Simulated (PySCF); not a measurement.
**A diatomic session: YB**

Aim: find the lowest electronic state of YB, scan its bond at several levels of theory, and get bond length, wavenumber and dissociation energy from each curve.

Method: Y def2-TZVPP with ECP28, B def2-TZVPP, scalar-relativistic core potentials; program: PySCF 2.14.0.

### 1 Input

The job is set up so:

```yaml
atoms: Y, B
charge: 0
basis: Y def2-TZVPP with ECP28, B def2-TZVPP
Hamiltonian: scalar-relativistic core potentials
basis_functions: 87
electrons_treated: 16
masses_in_u: 88.9058, 11.0093
levels: PBE0, PBE, r²SCAN, M06-L, TPSS, MN15, B97-3, CAM-B3LYP, HF, MP2, SCS-MP2, CCSD, CCSD(T)
grid: 80 radial by 434 angular points
occupations: held fixed by the projection of orbital angular momentum
dissociation_limit: Y + B, each in its ground configuration
starting_distance_in_angstrom: 2.280
values_of_2S_to_try: 0, 2, 4
```

Command:

```
> OMP_NUM_THREADS=1 python dia.py task.json out
```

The runs that follow: PBE0 along the bond; Higher solutions at PBE0; PBE (GGA); r²SCAN; M06-L; TPSS (meta-GGA); MN15; B97-3 (global hybrid GGA); CAM-B3LYP; UHF (mean field); Adding correlation.

Q: Predict the outcome of this session. Wanted: for each run, Re; ωe; De; μ.

**Answer**, as computed:

Lowest PBE0 solution found, without spin–orbit coupling: ⁵Σ⁻ (quintet), unpaired electrons σ ↑↑, π ↑↑. State 2 has its PBE0 minimum 0.12 eV higher, as a spin-mixed determinant (⟨S²⟩ = 2.83), so this is no gap between pure states. State 3 has its PBE0 minimum 0.40 eV higher, as a spin-mixed determinant (⟨S²⟩ = 1.82), so this is no gap between pure states. State 4 has its PBE0 minimum 0.43 eV higher, as a spin-mixed determinant (⟨S²⟩ = 3.02), so this is no gap between pure states. The other levels ran on the lowest alone.

| level | Re (Å) | ωe (cm⁻¹) | De (eV) | μ (D) |
| --- | --- | --- | --- | --- |
| UHF | 2.249 | 581 | 1.49 | -6.07 |
| UHF-MP2 | 2.190 | 652 | 2.23 | n/a |
| UHF-SCS-MP2 | 2.195 | 640 | 1.63 | n/a |
| UHF-CCSD | 2.224 | 595 | 1.85 | n/a |
| UHF-CCSD(T) | 2.231 | 589 | 2.00 | n/a |
| PBE | 2.235 | 564 | 2.78 | -4.52 |
| TPSS | 2.243 | 566 | 2.54 | -4.70 |
| r²SCAN | 2.229 | 580 | 2.73 | -4.78 |
| M06-L | 2.219 | 587 | 2.41 | -4.78 |
| PBE0 | 2.215 | 591 | 2.56 | -4.94 |
| B97-3 | 2.219 | 590 | 2.09 | -4.97 |
| MN15 | 2.208 | 592 | 1.96 | -5.03 |
| CAM-B3LYP | 2.206 | 602 | 1.97 | -5.30 |

De is counted to Y + B in their ground configurations. A positive dipole means Y(−)B(+).

**Reading.** Bond lengths run from 2.190 Å (UHF-MP2) to 2.249 Å (UHF). Of the levels with a De here, UHF gives the least (1.49 eV) and PBE the most (2.78 eV).

Correlated steps freeze 1 core orbital. With d or f electrons several states lie close, and the lowest PBE0 determinant need not be the measured ground state. T1 is 0.043 near the minimum (highest on the curve 0.064), which may point to more than one leading configuration. At some levels the lowest empty orbital lies below the highest filled one (the two can be of opposite spin). Spin–orbit coupling is left out.
